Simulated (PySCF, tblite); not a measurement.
# C5H2ClFO2: geometry, infrared bands and NMR shifts

Aim: predict the infrared bands and NMR shifts of C5H2ClFO2 (`O=C(F)c1cc(Cl)co1`).

The runs use tblite 0.8.0 and PySCF 2.14.0, with density-fitted response routines of our own; the level of theory stands in each step. All values are computed, except where a source is named. Atoms count from 0, in the outputs and in this text.

### Step 1. The molecule as given

11 atoms, charge 0, multiplicity 1; geometry from: force field or distance geometry start.

Bonds of the start (Å): O0–C1 1.28, C1–F2 1.36, C1–C3 1.45, C3–C4 1.37, C4–C5 1.39, C5–Cl6 1.75, C5–C7 1.37, C7–O8 1.31, O8–C3 1.30, C4–H9 1.10, C7–H10 1.10.

### Step 2. Optimising the geometry with GFN2-xTB

Job settings and geometry (Å):

```
{"job": {"kind": "relax", "xc": "GFN2-xTB", "basis": "xTB"}, "charge": 0, "multiplicity": 1}
O      2.829700    -0.896100    -0.772800
C      2.086300    -0.110600    -0.090200
F      2.700600     0.781500     0.740000
C      0.642600    -0.161400    -0.154500
C     -0.210900     0.631600     0.573200
C     -1.510400     0.283200     0.233400
Cl    -2.958000     1.026600     0.880500
C     -1.379700    -0.735000    -0.679200
O     -0.101400    -0.961000    -0.863500
H      0.108000     1.412700     1.276300
H     -2.201300    -1.268800    -1.169200
```

Command:

```
> OMP_NUM_THREADS=1 python probes_run.py task.json out
```

This one command runs all jobs of the session in turn.

**Question.** This job is followed by: GFN2-xTB harmonic vibrations, gas phase; GIAO PBE0/pcSseg-1 NMR shielding, non-relativistic, gas phase. What will the session give for the following? strongest single infrared mode (GFN2-xTB); zero-point energy (GFN2-xTB); 13C shifts against TMS (PBE0/pcSseg-1); 1H shifts against TMS (PBE0/pcSseg-1); 17O shifts against H2O (PBE0/pcSseg-1); 19F shifts against CFCl3 (PBE0/pcSseg-1); 35Cl shifts against HCl (PBE0/pcSseg-1).

The runs gave:

| quantity | value |
| --- | --- |
| strongest single infrared mode (GFN2-xTB) | 1842 cm⁻¹, 755 km/mol |
| zero-point energy (GFN2-xTB) | 37.8 kcal/mol |
| 13C shifts against TMS (PBE0/pcSseg-1) | 154.9, 153.3, 145.1, 133.8, 131.8 ppm |
| 1H shifts against TMS (PBE0/pcSseg-1) | 7.77, 7.59 ppm |
| 17O shifts against H2O (PBE0/pcSseg-1) | 426.3, 308.2 ppm |
| 19F shifts against CFCl3 (PBE0/pcSseg-1) | 20.2 ppm |
| 35Cl shifts against HCl (PBE0/pcSseg-1) | 132 ppm |

In words: The optimisation took 26 steps and gained 0.658 eV; among the close pairs (by a distance rule), O0–C1 changed most, from 1.279 to 1.181 Å. All 27 modes are real, so the xTB geometry is a minimum. The strongest single mode, at 1842 cm⁻¹, moves mainly C1 and O0. Unscaled tight-binding wavenumbers are off by several per cent, some by more. Its intensities can rank the bands wrongly. At PBE0/pcSseg-1: The widest tensor belongs to O0: span 597 ppm, with a paramagnetic part of -489 ppm. NICS(1)zz of -24 ppm above the planar ring from C3 marks a diatropic (aromatic) ring current.
